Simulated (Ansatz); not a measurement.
Task: a small convex hull of the Ca-Y system, with Ansatz's Python interface. Give the script and its output. Use (first run): r2SCAN, PAW, cutoff 620 eV, Gaussian smearing of 0.05 eV.

`run_hull.py`:
```python
'''Stability of Ca-Y compounds against each other, after relaxing atoms and volume at fixed cell shape.'''

from collections import Counter
import warnings

import ansatz as az
import numpy as np
from scipy.spatial import ConvexHull

PHASES = {
    'Ca3Y Pm-3m': (
        [[5.412807, 0.0, 0.0], [0.0, 5.412807, 0.0], [0.0, 0.0, 5.412807]],
        [
            ('Ca', [0.0, 0.5, 0.5]),
            ('Ca', [0.5, 0.0, 0.5]),
            ('Ca', [0.5, 0.5, 0.0]),
            ('Y', [0.0, 0.0, 0.0]),
        ],
    ),
    'CaY C2/m': (
        [[1.976657, -2.933238, 0.0], [1.976657, 2.933238, 0.0], [-0.030212, 0.0, 6.176133]],
        [
            ('Ca', [0.0, 0.0, 0.0]),
            ('Y', [0.5, 0.5, 0.5]),
        ],
    ),
    'Ca': (
        [[0.0, 2.7942, 2.7942], [2.7942, 0.0, 2.7942], [2.7942, 2.7942, 0.0]],
        [
            ('Ca', [0.0, 0.0, 0.0]),
        ],
    ),
    'Y': (
        [[3.6474, 0.0, 0.0], [-1.8237, 3.158741, 0.0], [0.0, 0.0, 5.7306]],
        [
            ('Y', [1 / 3, 2 / 3, 0.25]),
            ('Y', [2 / 3, 1 / 3, 0.75]),
        ],
    ),
}


def build(vectors, sites):
    crystal = az.Crystal(lattice=az.Lattice.of(vectors))
    for symbol, position in sites:
        crystal = crystal.atom(symbol, position)
    return crystal


def ground_state(name, crystal):
    calc = (
        crystal.calculation()
        .functional('r2scan')
        .basis(620)
        .kpoints(spacing=0.27)
        .occupations('gaussian', width=0.05)  # smearing steadies the SCF of a metal
    )
    calc = calc.relax(force_tolerance=0.02, max_steps=60, fix_cell=['shape'])
    return calc.run()


def counts(outcome):
    return Counter(site.symbol for site in outcome.lattice.sites)

def formation_energy(outcome, mu):
    n = counts(outcome)
    return (outcome.report['energy_sigma0_ev'] - sum(k * mu[element] for element, k in n.items())) / sum(n.values())


def main() -> None:
    warnings.simplefilter('ignore', az.DeckWarning)

    phases = {name: build(*cell) for name, cell in PHASES.items()}

    done = {}
    for name, crystal in phases.items():
        done[name] = ground_state(name, crystal)
        print(f'{name}: {done[name].report["energy_sigma0_ev"]:.4f} eV, {len(done[name].lattice.sites)} atoms')

    # chemical potentials of the elements at zero temperature
    references = {'Ca': 'Ca', 'Y': 'Y'}
    mu = {element: done[name].report['energy_sigma0_ev'] / len(done[name].lattice.sites) for element, name in references.items()}
    points = sorted((counts(o)['Y'] / len(o.lattice.sites), formation_energy(o, mu), name) for name, o in done.items())

    xy = np.array([(x, e) for x, e, _ in points] + [(0.5, 10.0)])
    hull = sorted(tuple(xy[i]) for i in ConvexHull(xy).vertices if xy[i, 1] < 5)
    rows = [(name, x, e, e - np.interp(x, *zip(*hull))) for x, e, name in points]
    print('     phase        x(Y)  E_form (eV/atom)  above hull (eV/atom)')
    for row in rows:
        print(f'{str(row[0]):>10}  {row[1]:10.3f}  {row[2]:16.4f}  {row[3]:20.4f}')
    print('on the hull of these phases:', ', '.join(row[0] for row in rows if row[3] < 1e-6))


if __name__ == '__main__':
    main()
```

```console
$ python run_hull.py
Ca3Y Pm-3m: -9324.2306 eV, 4 atoms
CaY C2/m: -5681.1067 eV, 2 atoms
Ca: -1821.6706 eV, 1 atoms
Y: -7719.3985 eV, 2 atoms
     phase        x(Y)  E_form (eV/atom)  above hull (eV/atom)
        Ca       0.000            0.0000                0.0000
Ca3Y Pm-3m       0.250            0.1201                0.1201
  CaY C2/m       0.500            0.1316                0.1316
         Y       1.000            0.0000                0.0000
on the hull of these phases: Ca, Y
```

Caveats:
- Absolute energies stand on the zero of these potentials, so only differences at equal settings mean something.
- Atoms and volume are relaxed with the cell's shape held, which in cells of lower than cubic symmetry can hide stresses and shift volumes.
- The cells come from databases of deposited and of computed structures, and not all need be stable phases.
- Differences under about 40 meV an atom lie within the error of mesh and functional, so such verdicts may flip; only the cells listed enter the hull.
- It ran for 120 s on 1 thread of Arm Neoverse V1, with other jobs on the host, peak memory 0.91 GiB.

(Lines on the test bed's own set-up are left out of the output.)
